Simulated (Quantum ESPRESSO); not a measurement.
Mo2C3 in Quantum ESPRESSO: the effect of functional

The system is Mo2C3.

```
Mo C
1.0
     3.98698    0.00000    0.00000
     0.00000    3.98698    0.00000
     0.00000    0.00000    3.98698
Mo C
2 3
Direct
  0.50000 0.50000 0.50000
  0.00000 0.00000 0.00000
  0.00000 0.50000 0.50000
  0.50000 0.00000 0.50000
  0.50000 0.50000 0.00000
```

The cell was built by a generator and needn't be a form met in nature.

Alike in all runs:

* Program: Quantum ESPRESSO 7.5
* Task: phonons
* Cutoff: 1116 eV
* Density cutoff: 4463 eV
* k mesh: 5 × 5 × 5
* Occupations: cold, width 0.2 eV
* Spin: no spin polarisation

Each run relaxes the cell or the atoms first.

```csv
functional,potentials or basis,relaxed volume (Å³/atom),highest phonon frequency (cm⁻¹)
LDA,PseudoDojo 0.4.1 SR LDA standard,11.81,851
PBE,PseudoDojo 0.4.1 SR PBE standard,?,?
PBEsol,PseudoDojo 0.4.1 SR PBEsol standard,12.05,832
```

Question: What does the run with functional PBE give?

Answer: Relaxed volume 12.43 Å³/atom; highest phonon frequency 788 cm⁻¹.

Caveats: the mesh is thin for the phonons of a metal; some modes are imaginary.
